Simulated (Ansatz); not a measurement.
This script makes an equation of state with a fit of La2Al3Ge, space group P-6m2 with Ansatz 0.2.0 through its Python package.

`run_eos.py`
```python
import warnings

import ansatz as az
import numpy as np
from scipy.optimize import curve_fit

VECTORS = np.array([
    [4.397579, 0.0, 0.0],
    [-2.198789, 3.808415, 0.0],
    [0.0, 0.0, 8.8761],
])
SITES = [
    ("La", [2 / 3, 1 / 3, 0.24941]),
    ("La", [2 / 3, 1 / 3, 0.75059]),
    ("Al", [0.0, 0.0, 0.5]),
    ("Al", [1 / 3, 2 / 3, 0.0]),
    ("Al", [1 / 3, 2 / 3, 0.5]),
    ("Ge", [0.0, 0.0, 0.0]),
]


def on_lattice(cell):
    crystal = az.Crystal(lattice=az.Lattice.of(cell))
    for symbol, position in SITES:
        crystal = crystal.atom(symbol, position)
    return crystal

def vinet(v, e0, v0, b0, b1):
    eta = (v / v0) ** (1 / 3)
    return e0 + 2 * b0 * v0 / (b1 - 1) ** 2 * (2 - (5 + 3 * b1 * (eta - 1) - 3 * eta) * np.exp(-1.5 * (b1 - 1) * (eta - 1)))


def main() -> None:
    warnings.simplefilter("ignore", az.DeckWarning)

    volumes, energies, pressures = [], [], []
    for scale in np.linspace(0.94, 1.06, 7):
        cell = VECTORS * scale ** (1 / 3)
        calc = (
            on_lattice(cell).calculation()
            .functional("pbesol")
            .basis(420)
            .occupations("methfessel_paxton", width=50 * az.meV)
            .kpoints(6, 6, 3)
            .stress()
        )
        r = calc.run(threads=1, backend="cpu").report
        volumes.append(abs(np.linalg.det(cell)) / len(SITES))
        energies.append(r["free_energy_ev"] / len(SITES))
        pressures.append(np.trace(r["stress_gpa"]) / 3)
        print(f"V = {volumes[-1]:8.4f} A^3/atom  F = {energies[-1]:.5f} eV/atom  P = {pressures[-1]:8.3f} GPa")

    guess = (min(energies), volumes[int(np.argmin(energies))], 0.5, 4.5)
    (e0, v0, b0, b1), _ = curve_fit(vinet, np.array(volumes), np.array(energies), p0=guess, maxfev=20000)
    print(f"Vinet fit: V0 = {v0:.4f} A^3/atom, B0 = {160.21766 * b0:.1f} GPa, B1 = {b1:.2f}")
    print("largest residual", round(1000 * float(np.abs(vinet(np.array(volumes), e0, v0, b0, b1) - energies).max()), 3), "meV/atom")


if __name__ == "__main__":
    main()
```

Estimate the equilibrium volume and the bulk modulus.

A third-order Birch-Murnaghan fit through the 7 points has its minimum at 23.86 Å³ an atom, 3.7 % below the typed cell, with a bulk modulus of 68 GPa. From that minimum the energy rises by 3.1 meV an atom on the compressed side and 44.4 meV on the expanded side. The window is off centre, so dB/dP is rough.

The output:

```console
$ python run_eos.py
V =  23.2893 A^3/atom  F = -3025.51804 eV/atom  P =    1.846 GPa
V =  23.7848 A^3/atom  F = -3025.52117 eV/atom  P =    0.205 GPa
V =  24.2803 A^3/atom  F = -3025.51953 eV/atom  P =   -1.208 GPa
V =  24.7759 A^3/atom  F = -3025.51399 eV/atom  P =   -2.347 GPa
V =  25.2714 A^3/atom  F = -3025.50494 eV/atom  P =   -3.514 GPa
V =  25.7669 A^3/atom  F = -3025.49237 eV/atom  P =   -4.587 GPa
V =  26.2624 A^3/atom  F = -3025.47667 eV/atom  P =   -5.546 GPa
Vinet fit: V0 = 23.8618 A^3/atom, B0 = 68.0 GPa, B1 = 3.42
largest residual 0.116 meV/atom
```

Absolute energies stand on the zero of these potentials, so only differences at equal settings mean something. Shape and fractional positions are held along the curve, so the bulk modulus is an upper value where they are free to relax, by a factor of two or more in layered or hydrogen-bonded cells. The mesh is modest for a metal, so energies can be off by several to tens of meV an atom and pressures by half a GPa or more; differences at equal mesh fare better. Pressure is positive in compression. This cell is a computed structure, which may not be the phase found in nature. Hardware and time: 51 s on 1 thread of Arm Neoverse V1 (shared host), peak memory 0.49 GiB.
